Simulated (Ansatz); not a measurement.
# ClH₆InO₂Si₂: up Jacob's ladder to CCSD(T)

How much do the methods differ for ClH₆InO₂Si₂? The plan is to run it at one geometry with functionals of several rungs and with coupled cluster, and see how far each lands from CCSD(T) at the basis-set limit for the atomisation energy.

Method: functionals in def2-TZVPP, the program's frozen cores in correlated methods; program: Ansatz 0.2.0, Gaussian basis.

The runs, in order: PBE-D4, r2SCAN-D4, PBE0-D4, B3LYP-D4, ωB97X-V, ωB97M-V, B2PLYP; CCSD(T)/def2-TZVPP; MP2/def2-QZVPP; extrapolation to the limit.

## (1) The geometry

An earlier PBE0-D4 in a triple-zeta def2 set relaxation fixed the geometry. In takes the def2 core potential; no spin-orbit term is included.

SMILES `[SiH3][O][In]([Cl])[O][SiH3]`, 12 atoms, charge 0, spin multiplicity 1.

Atoms are counted from 1 here; the program's logs count them from 0.

Bond lengths: Si1–O2 1.637 Å, Si1–H7 1.492 Å, Si1–H8 1.486 Å, Si1–H9 1.488 Å, O2–In3 1.956 Å, In3–Cl4 2.283 Å, In3–O5 1.956 Å, O5–Si6 1.637 Å, Si6–H10 1.492 Å, Si6–H11 1.486 Å, Si6–H12 1.488 Å. Angles: O2–Si1–H7 111.0°, O2–Si1–H8 108.7°, O2–Si1–H9 110.8°, H7–Si1–H8 108.9°, H7–Si1–H9 108.2°, H8–Si1–H9 109.2°, Si1–O2–In3 135.7°, O2–In3–Cl4 120.6°, O2–In3–O5 118.8°, Cl4–In3–O5 120.6°, In3–O5–Si6 135.6°, O5–Si6–H10 111.0°, O5–Si6–H11 108.7°, O5–Si6–H12 110.8°, H10–Si6–H11 108.9°, H10–Si6–H12 108.2°, H11–Si6–H12 109.2°.

## (2) PBE-D4 (GGA)

Contents of in.yaml:

```yaml
crystal:
  periodic: [false, false, false]
  atoms:
    - {symbol: Si, position_ang: [-0.210558, -2.171186, -0.343790]}
    - {symbol: O, position_ang: [-0.169816, -1.529043, 1.161144]}
    - {symbol: In, position_ang: [0.121560, 0.251629, 1.915866]}
    - {symbol: Cl, position_ang: [0.264269, 0.547269, 4.174691]}
    - {symbol: O, position_ang: [0.288850, 1.773877, 0.699287]}
    - {symbol: Si, position_ang: [0.130914, 2.006275, -0.913162]}
    - {symbol: H, position_ang: [0.738587, -1.465230, -1.252542]}
    - {symbol: H, position_ang: [0.177579, -3.602812, -0.261006]}
    - {symbol: H, position_ang: [-1.575596, -2.066509, -0.927117]}
    - {symbol: H, position_ang: [-0.913233, 1.106576, -1.483603]}
    - {symbol: H, position_ang: [-0.266227, 3.417410, -1.153976]}
    - {symbol: H, position_ang: [1.413671, 1.731745, -1.615792]}
basis:
  gaussian: {orbitals: def2-TZVPP}
hamiltonian: {xc: pbe, dispersion: d4}
output: {forces: true, orbitals: {seedname: orbitals}}
```

Launch:

```
ansatz run in.yaml --threads 2 --pin off --events-out ev --progress --plain --max-ram 32768MiB --backend cuda --devices 0, --max-vram 18GiB
```

After this run come: r2SCAN-D4 (meta-GGA); PBE0-D4 (hybrid); B3LYP-D4 (hybrid); ωB97X-V (range-separated); ωB97M-V (range-separated); B2PLYP (double hybrid); CCSD(T) in def2-TZVPP; MP2 in def2-QZVPP.

Before running them: what should the planned runs give, taken together? Wanted: atomisation energy, CCSD(T)/CBS; farthest; mean size of error, hybrid; mean size of error, range-separated; gap, smallest and largest; T1 diagnostic; triples share of the correlation energy.

**Answer**, as computed:

| quantity | value |
| --- | --- |
| atomisation energy, CCSD(T)/CBS | 3858.8 kJ/mol |
| functionals within 38.6 kJ/mol (1.0 %) | ωB97X-V, ωB97M-V |
| farthest | PBE0-D4 (-120.4 kJ/mol) |
| mean size of error, hybrid | 102.4 kJ/mol |
| mean size of error, range-separated | 19.8 kJ/mol |
| gap, smallest and largest | 3.66 eV (PBE-D4), 10.49 eV (ωB97X-V) |
| T1 diagnostic | 0.0147 |
| triples share of the correlation energy | 3.5 % |

PBE-D4 misses by -71.7 kJ/mol. Double hybrids carry the basis error of their MP2 part in triple zeta, and no dispersion term here, so their miss is partly the set-up's. Misses under about 38.6 kJ/mol are within the doubt on the reference itself, which lacks core-valence correlation, spin-orbit coupling and higher excitations, and its outer-core shells are covered unevenly. All levels share the lack of spin-orbit coupling, which lowers the free heavy atoms and so the true binding. Hartree-Fock recovers 72 % of the binding; the rest is correlation. The gap grows from 3.7 to 10.5 eV across the functionals, mostly with the share of exact exchange. Correlated methods include outer-core shells of In, which these sets cover unevenly.
